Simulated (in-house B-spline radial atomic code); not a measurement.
**Nb¹⁹⁺: excited configurations in jj coupling**

How much energy does it take to promote electrons of Nb¹⁹⁺ to other shells? Each configuration is solved by itself and compared with the reference.

Program: in-house B-spline radial atomic code version 1. Level of theory: Dirac-Hartree-Fock, average of configuration, Fermi nucleus, basis-set limit. These are calculated values, not measurements, unless marked.

### 1 What is computed

* element: niobium (Z = 41)
* charge: +19
* electrons: 22
* configuration: 1s2 2s2 2p6 3s2 3p6 3d-4
* Hamiltonian: Dirac-Coulomb
* nucleus: Fermi, rms radius 4.324 fm

In configurations, a minus sign after the shell means j = l − 1/2 and a plus sign j = l + 1/2; the count of electrons follows.

Settings, as recorded:

```ini
Z = 41
electrons = 22.0
configuration = 1s2 2s2 2p6 3s2 3p6 3d-4
hamiltonian = dirac
method = hf
spin_polarised = False
nucleus = fermi
rms_radius = 4.324
mass_number = 93
atomic_mass = 92.90637317
speed_of_light = 137.035999084
```

From the earlier run of the reference: total energy -3626.656283 hartree. Levels, eight at most:

| orbital | occupation | energy (eV) | <r> (bohr) |
| --- | --- | --- | --- |
| 1s1/2 | 2 | -19770.3 | 0.03608 |
| 2s1/2 | 2 | -3405.86 | 0.1566 |
| 2p1/2 | 2 | -3179.40 | 0.1342 |
| 2p3/2 | 4 | -3073.27 | 0.1381 |
| 3s1/2 | 2 | -1058.40 | 0.4135 |
| 3p1/2 | 2 | -977.69 | 0.4027 |
| 3p3/2 | 4 | -943.67 | 0.4123 |
| 3d3/2 | 4 | -817.58 | 0.3735 |

### 2 Run with 1s2 2s2 2p6 3s2 3p6 3d-2 3d+1 6g-1

Settings, as recorded:

```ini
Z = 41
electrons = 22.0
configuration = 1s2 2s2 2p6 3s2 3p6 3d-2 3d+1 6g-1
hamiltonian = dirac
method = hf
spin_polarised = False
nucleus = fermi
rms_radius = 4.324
mass_number = 93
atomic_mass = 92.90637317
speed_of_light = 137.035999084
```

### 3 1s2 2s2 2p6 3s2 3p6 3d-2 3d+1 4f-1

Settings: those of step 2 with these lines changed.

```diff
@@ -2,3 +2,3 @@
 electrons = 22.0
-configuration = 1s2 2s2 2p6 3s2 3p6 3d-2 3d+1 6g-1
+configuration = 1s2 2s2 2p6 3s2 3p6 3d-2 3d+1 4f-1
 hamiltonian = dirac
```

### 4 Run with 1s2 2s2 2p6 3s2 3p6 3d+3 5f-1

Settings: those of step 3 with these lines changed.

```diff
@@ -2,3 +2,3 @@
 electrons = 22.0
-configuration = 1s2 2s2 2p6 3s2 3p6 3d-2 3d+1 4f-1
+configuration = 1s2 2s2 2p6 3s2 3p6 3d+3 5f-1
 hamiltonian = dirac
```

### 5 Run with 1s2 2s2 2p6 3s2 3p6 3d-1 3d+2 4d-1

Settings: those of step 4 with these lines changed.

```diff
@@ -2,3 +2,3 @@
 electrons = 22.0
-configuration = 1s2 2s2 2p6 3s2 3p6 3d+3 5f-1
+configuration = 1s2 2s2 2p6 3s2 3p6 3d-1 3d+2 4d-1
 hamiltonian = dirac
```

### 6 Configuration 1s2 2s2 2p6 3s2 3p6 3d-1 3d+2 4s1

Settings: those of step 5 with these lines changed.

```diff
@@ -2,3 +2,3 @@
 electrons = 22.0
-configuration = 1s2 2s2 2p6 3s2 3p6 3d-1 3d+2 4d-1
+configuration = 1s2 2s2 2p6 3s2 3p6 3d-1 3d+2 4s1
 hamiltonian = dirac
```

### 7 1s2 2s2 2p6 3s2 3p6 3d-3 3d+1

Settings: those of step 6 with these lines changed.

```diff
@@ -2,3 +2,3 @@
 electrons = 22.0
-configuration = 1s2 2s2 2p6 3s2 3p6 3d-1 3d+2 4s1
+configuration = 1s2 2s2 2p6 3s2 3p6 3d-3 3d+1
 hamiltonian = dirac
```

### 8 Run with 1s2 2s2 2p6 3s2 3p6 3d-2 3d+2

Settings: those of step 7 with these lines changed.

```diff
@@ -2,3 +2,3 @@
 electrons = 22.0
-configuration = 1s2 2s2 2p6 3s2 3p6 3d-3 3d+1
+configuration = 1s2 2s2 2p6 3s2 3p6 3d-2 3d+2
 hamiltonian = dirac
```

Q: How far above the reference does each configuration lie (order and size, in eV)?

The runs gave:

| net move | configuration | energy above the reference (eV) | with Breit, QED, recoil (eV) | largest <r> (bohr) |
| --- | --- | --- | --- | --- |
| 3d3/2 → 3d5/2 | 1s2 2s2 2p6 3s2 3p6 3d-3 3d+1 | 5.935 | 5.676 | 0.413 |
| 2×3d3/2 → 2×3d5/2 | 1s2 2s2 2p6 3s2 3p6 3d-2 3d+2 | 10.686 | 10.226 | 0.413 |
| 3×3d3/2 → 2×3d5/2, 4s | 1s2 2s2 2p6 3s2 3p6 3d-1 3d+2 4s1 | 335.11 | 334.69 | 0.846 |
| 3×3d3/2 → 2×3d5/2, 4d3/2 | 1s2 2s2 2p6 3s2 3p6 3d-1 3d+2 4d-1 | 425.27 | 424.65 | 0.671 |
| 2×3d3/2 → 3d5/2, 4f5/2 | 1s2 2s2 2p6 3s2 3p6 3d-2 3d+1 4f-1 | 464.22 | 463.69 | 0.825 |
| 4×3d3/2 → 3×3d5/2, 5f5/2 | 1s2 2s2 2p6 3s2 3p6 3d+3 5f-1 | 601.46 | 600.63 | 1.49 |
| 2×3d3/2 → 3d5/2, 6g7/2 | 1s2 2s2 2p6 3s2 3p6 3d-2 3d+1 6g-1 | 668.78 | 668.25 | 2.18 |

The energies run from 5.935 eV (3d3/2 → 3d5/2) to 668.78 eV (2×3d3/2 → 3d5/2, 6g7/2). Two partly filled shells share a symmetry and can mix in the average, which may lower the energy, for: 3×3d3/2 → 2×3d5/2, 4d3/2. These are averages over configurations, without correlation, not spectroscopic levels.
